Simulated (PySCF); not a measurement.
# AsH: the cost of one run

The runs use PySCF 2.14.0; method and basis as typed in the scripts.

4 further runs of the same task are left out: 4 that didn't finish.

### Step 1. The starting structure

AsH (triplet): 2 atoms, charge 0, spin multiplicity 3.

Bond lengths: As1–H2 1.719 Å.

### Step 2. The run that the others are compared with

input.py

```python
from pyscf import gto, dft
from pyscf.geomopt.geometric_solver import optimize

mol = gto.M(
    atom='As 0 0 0; H 0 0 1.719',
    basis='lanl2dz',
    ecp={'As': 'lanl2dz'},
    charge=0,
    spin=2,
    symmetry=True,
    verbose=4,
)
mf = dft.ROKS(mol, xc='olyp')
mf = mf.density_fit(auxbasis='def2-universal-jkfit')
mf.kernel()
g = mf.nuc_grad_method()
g.grid_response = True
mol_eq = optimize(g.as_scanner(), maxsteps=30)
print('optimised geometry (angstrom)')
print(mol_eq.tostring('raw'))
print('orbital energies (hartree):', mf.mo_energy[..., max(0, mol.nelec[1]-3):mol.nelec[0]+3].round(4))
```

On the command line:

```
> OMP_NUM_THREADS=1 python input.py
```

What time and memory should one allow on 1 thread of Arm Neoverse N1, shared host?

About 6.1 s, with a peak of 0.17 GiB.
